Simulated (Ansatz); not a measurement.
# La2Ga5Cu3: the cost of one run

Computed with Ansatz 0.2.0 (DFT PBEsol, scalar-relativistic, plane waves, PAW, unless a step's input says otherwise).

11 further runs of the same task are left out: 11 set aside as unsound or not needed.

## (1) The system as given

Symmetry: P-4m2, No. 115, tetragonal system. Conventional cell: a = 4.299 Å, b = 4.299 Å, c = 10.264 Å, α = 90.00°, β = 90.00°, γ = 90.00°. Around Cu (site symmetry -4m2) lie 4 Ga at 2.46 Å. Cu (site symmetry -4m2) is surrounded by 4 Ga at 2.55 Å. Around Ga (site symmetry 2mm) lie 3 Ga at 2.55 Å and 2 Cu at 2.55 Å. Ga (site symmetry 2mm) is surrounded by 4 Cu at 2.46 Å and 1 Ga at 2.55 Å. Around Ga (site symmetry -4m2) lie 4 Ga at 2.55 Å. La (site symmetry 2mm) is surrounded by 11 Ga at 3.29 to 3.71 Å and 6 Cu at 3.30 to 3.39 Å.

Structure file:

```
CELL_PARAMETERS angstrom
4.29901 0.00000 0.00000
0.00000 4.29901 0.00000
0.00000 0.00000 10.26413
ATOMIC_POSITIONS crystal
Cu 0.00000 0.00000 0.50000
Cu 0.00000 0.00000 0.00000
Cu 0.50000 0.50000 0.50000
Ga 0.00000 0.50000 0.86602
Ga 0.50000 0.00000 0.38246
Ga 0.50000 0.00000 0.13398
Ga 0.00000 0.50000 0.61754
Ga 0.50000 0.50000 0.00000
La 0.50000 0.00000 0.74404
La 0.00000 0.50000 0.25596
```

## (2) The first run (PBEsol, 4×4×2 mesh)

input.yaml

```yaml
crystal:
  lattice:
    - [4.29901478, 0.0, 0.0]
    - [0.0, 4.29901478, 0.0]
    - [0.0, 0.0, 10.26412887]
  atoms:
    - { symbol: Cu, position: [0.0, 0.0, 0.5] }
    - { symbol: Cu, position: [0.0, 0.0, 0.0] }
    - { symbol: Cu, position: [0.5, 0.5, 0.5] }
    - { symbol: Ga, position: [0.0, 0.5, 0.8660171] }
    - { symbol: Ga, position: [0.5, 0.0, 0.38246219] }
    - { symbol: Ga, position: [0.5, 0.0, 0.1339829] }
    - { symbol: Ga, position: [0.0, 0.5, 0.61753781] }
    - { symbol: Ga, position: [0.5, 0.5, 0.0] }
    - { symbol: La, position: [0.5, 0.0, 0.74403779] }
    - { symbol: La, position: [0.0, 0.5, 0.25596221] }
basis:
  ecutwfc: 420
kpoints:
  mp_grid: { grid: [4, 4, 2] }
hamiltonian:
  xc: pbesol
scf:
  occupations: { method: gaussian, width: 0.1 }
output:
  forces: true
  stress: true
  eigenvalues: true
```

Launch:

```console
> ansatz run input.yaml --threads 8 --pin off --max-ram 14336MiB --backend cpu --events-out ev --progress --plain --runs-dir out
```

What time and memory should one allow on 8 threads of Intel Xeon 6975P-C (Granite Rapids), shared host?

About 1.8 s, with a peak of 0.94 GiB.
